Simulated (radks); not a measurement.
**Ca¹⁷⁺ in [He] 2s0.5 3d0.5: an all-electron calculation**

What are the levels of the calcium ion Ca17+, how large are its shells, and how does its energy divide?

The numbers are computed with radks (a radial shooting solver on a logarithmic mesh, Libxc functionals) version 1 (non-relativistic Kohn-Sham, PBE, spin-polarised, spherical densities, point nucleus; open shells are filled with parallel spins first), except any that are marked as measured or tabulated.

## Step 1: The system

```
element       : calcium (Z = 20)
charge        : +17
electrons     : 3
configuration : [He] 2s0.5 3d0.5
```

## Step 2: The calculation

Settings of this run:

```text
Z 20
configuration [He] 2s0.5 3d0.5 2p0 3s0 4d0 4f0
relativity non-relativistic
functional pbe,pbe
spin polarised
nucleus point
```

Launch:

```console
python run_ks.py task.json out
```

The same process makes all the runs of this session.

What does the calculation give?

As calculated:

| quantity | value |
| --- | --- |
| total energy | -417.61582 hartree |
| exchange-correlation share of it | 3.19 % |
| −T/E | 0.9999 |
| highest occupied level | 3d up, -469.12 eV |
| most extended occupied level | 3d up, <r> = 0.585 bohr |
| radius at density 0.001 e/bohr³ | 1.30 bohr |
| maxima of the radial density | 2 |

**Reading.** 3 principal shells are occupied and 2 maxima appear in the radial density; where shells overlap, one shows as a shoulder or not at all. The ratio −T/E is 0.9999; for a non-relativistic Coulomb system it is 1 up to the kinetic part of correlation. This is not the tabulated ground configuration, so its levels and sizes aren't those of the ground state, and no measured value stands beside it.
